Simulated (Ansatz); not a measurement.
# H6PbCBr3N: the cost of one run

Computed with Ansatz 0.2.0 (DFT LDA, scalar-relativistic, plane waves, PAW, unless a step's input says otherwise).

## 1. The starting structure

It takes space group Pm (No. 6, monoclinic). Conventional cell: a = 6.039 Å, b = 6.060 Å, c = 6.128 Å, α = 90.00°, β = 90.07°, γ = 90.00°. H (site symmetry 1) has 1 N at 1.04 Å in its first shell of neighbours. H (site symmetry m) is surrounded by 1 N at 1.04 Å. H (site symmetry 1) has 1 C at 1.09 Å in its first shell of neighbours. Around H (site symmetry m) lie 1 C at 1.10 Å. Around Pb (site symmetry m) lie 6 Br at 2.98 to 3.11 Å. C (site symmetry m) is surrounded by 3 H at 1.09 to 1.10 Å and 1 N at 1.49 Å. Around Br (site symmetry m) lie 4 H at 2.54 to 3.25 Å and 2 Pb at 3.04 to 3.11 Å. Around Br (site symmetry m) lie 1 H at 2.47 Å and 2 Pb at 3.05 Å. Only part of the 10 independent sites is listed.

Structure file:

```xyz
12
Lattice="6.0385 0.0000 0.0000 0.0000 6.0597 0.0000 -0.0077 0.0000 6.1282" Properties=species:S:1:pos:R:3 pbc="T T T"
H     1.3105    5.2241    5.9332
H     1.0720    0.0000    1.2173
H     4.9819    5.1625    0.3776
H     5.2433    0.0000    4.9743
H     4.9819    0.8972    0.3776
H     1.3105    0.8356    5.9332
Pb    2.8662    3.0298    2.9292
C     5.4108    0.0000    6.0578
Br    2.5893    3.0298    5.9612
Br    2.6219    0.0000    3.1420
Br    5.8331    3.0298    2.7009
N     0.8488    0.0000    0.1990
```

Source of the structure: the Materials Project (structure only).

(A quick probe on a coarse mesh, which set the mesh and smearing, is not shown.)

## 3. Coarse relaxation

input.yaml reads:

```yaml
crystal:
  lattice:
    - [6.038531, 0.0, 0.0]
    - [0.0, 6.05968, 0.0]
    - [-0.007679, 0.0, 6.128174]
  atoms:
    - { symbol: H, position: [0.218258, 0.862101, 0.96819] }
    - { symbol: H, position: [0.177786, 0.0, 0.198636] }
    - { symbol: H, position: [0.825095, 0.851944, 0.061619] }
    - { symbol: H, position: [0.869341, 0.0, 0.811715] }
    - { symbol: H, position: [0.825095, 0.148056, 0.061619] }
    - { symbol: H, position: [0.218258, 0.137899, 0.96819] }
    - { symbol: Pb, position: [0.475266, 0.5, 0.477994] }
    - { symbol: C, position: [0.897311, 0.0, 0.98852] }
    - { symbol: Br, position: [0.430028, 0.5, 0.972748] }
    - { symbol: Br, position: [0.434852, 0.0, 0.512708] }
    - { symbol: Br, position: [0.966538, 0.5, 0.440736] }
    - { symbol: "N", position: [0.140606, 0.0, 0.032465] }
basis:
  ecutwfc: 420
kpoints:
  mp_grid: { grid: [4, 4, 4] }
hamiltonian:
  xc: lda
scf:
  occupations: { method: gaussian, width: 0.1 }
output:
  forces: true
  stress: true
  eigenvalues: true
relax:
  adjacent_minimum: "off"
  f_tol: 0.05
  max_steps: 80
  cell: { stress_tol: 0.5 }
```

Launch:

```console
ansatz run input.yaml --threads 8 --pin off --max-ram 22528MiB --backend cpu --events-out ev --progress --plain --runs-dir out
```

Q: Estimate wall time and peak memory on 8 threads of Intel Xeon at 2.50GHz (Skylake/Cascade Lake), shared host.

About 82 s, with a peak of 0.84 GiB.
